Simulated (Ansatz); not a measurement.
# CH4ClZn: the cost of one run

All numbers below are computed with Ansatz 0.2.0 (UHF/def2-SVP).

1 further run of the same task is left out (it didn't finish).

### 1 The structure to begin with

Bond lengths: Zn1–Cl2 2.490 Å, Zn1–C3 1.980 Å, C3–H4 1.110 Å, C3–H5 1.110 Å, C3–H6 1.110 Å. Angles: Cl2–Zn1–C3 180.0°, Zn1–C3–H4 109.5°, Zn1–C3–H5 109.5°, Zn1–C3–H6 109.5°, H4–C3–H5 109.4°, H4–C3–H6 109.4°, H5–C3–H6 109.4°.

Coordinates:

```xyz
7

Zn    0.0000    0.0000    0.0000
Cl    0.0000    0.0000    2.4900
C     0.0000    0.0000   -1.9800
H     0.2799   -1.0082   -2.3505
H    -1.0131    0.2617   -2.3505
H     0.7332    0.7465   -2.3505
H     0.0000    0.0000    4.1600
```

### 2 Pulling towards end A

Springs on the bonds that form and break draw the guess towards this end; the thresholds are loose.

Input file input.yaml:

```yaml
crystal:
  periodic: [false, false, false]
  atoms:
    - { symbol: Zn, position_ang: [0.0, 0.0, 0.0] }
    - { symbol: Cl, position_ang: [0.0, 0.0, 2.49] }
    - { symbol: C, position_ang: [0.0, 0.0, -1.98] }
    - { symbol: H, position_ang: [0.2799, -1.0082, -2.3505] }
    - { symbol: H, position_ang: [-1.0131, 0.2617, -2.3505] }
    - { symbol: H, position_ang: [0.7332, 0.7465, -2.3505] }
    - { symbol: H, position_ang: [0.0, 0.0, 4.16] }
magnetization:
  spin_polarized: true
  initial_magnetization: 1
basis:
  gaussian: { orbitals: def2-SVP }
hamiltonian:
  xc: hf
relax:
  f_tol: 0.15
  max_steps: 25
  restrain:
    - { distance: [1, 6], at: 2.57, k: 30.0 }
    - { distance: [0, 1], at: 2.24, k: 30.0 }
output:
  orbitals: {}
```

Command:

```sh
ansatz run input.yaml --threads 2 --pin off --max-ram 3072MiB --backend cpu --events-out ev --progress --plain --runs-dir out
```

Q: Estimate wall time and peak memory on 2 threads of Arm Neoverse V1, shared host.

About 11 s, with a peak of 0.2 GiB.
